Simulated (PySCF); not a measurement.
# C4H4BFSe: the cost of one run

Computed with PySCF 2.14.0, with density-fitted response routines of our own, on a single molecule in the gas phase. Atoms count from 0, in the outputs and in this text.

**1. Starting geometry**

11 atoms, charge 0, multiplicity 1; geometry from: PBE0-D3(BJ)/def2-SVP.

Bonds of the start (Å): F0–B1 1.33, B1–C2 1.54, C2–C3 1.44, C3–C4 1.36, C4–Se5 1.86, Se5–C6 1.84, C6–C2 1.38, B1–H7 1.21, C3–H8 1.09, C4–H9 1.09, C6–H10 1.09.

**2. Shielding tensors: CAM-B3LYP/pcSseg-1**

What the job is given:

```
{"job": {"kind": "nmr", "xc": "CAM-B3LYP", "basis": "pcSseg-1", "pop": false}, "charge": 0, "multiplicity": 1}
F     -2.822805     0.447161     0.242640
B     -1.866188    -0.464364     0.101262
C     -0.390794    -0.019972     0.043596
C      0.724774    -0.914184    -0.113396
C      1.950892    -0.319990    -0.148119
Se     1.815485     1.525124     0.026526
C     -0.009070     1.302938     0.134284
H     -2.211029    -1.623494     0.021539
H      0.597956    -1.995915    -0.200432
H      2.922066    -0.801189    -0.260097
H     -0.673228     2.159116     0.256675
```

Method: GIAO CAM-B3LYP/pcSseg-1 NMR shielding, non-relativistic, gas phase.

Command:

```sh
> OMP_NUM_THREADS=1 python probes_run.py task.json out
```

This one command runs all jobs of the session in turn.

**Question.** How long does this first job take on 1 thread of Arm Neoverse V1, shared host, and how much memory does it need?

About 28 s, with a peak of 0.93 GiB.
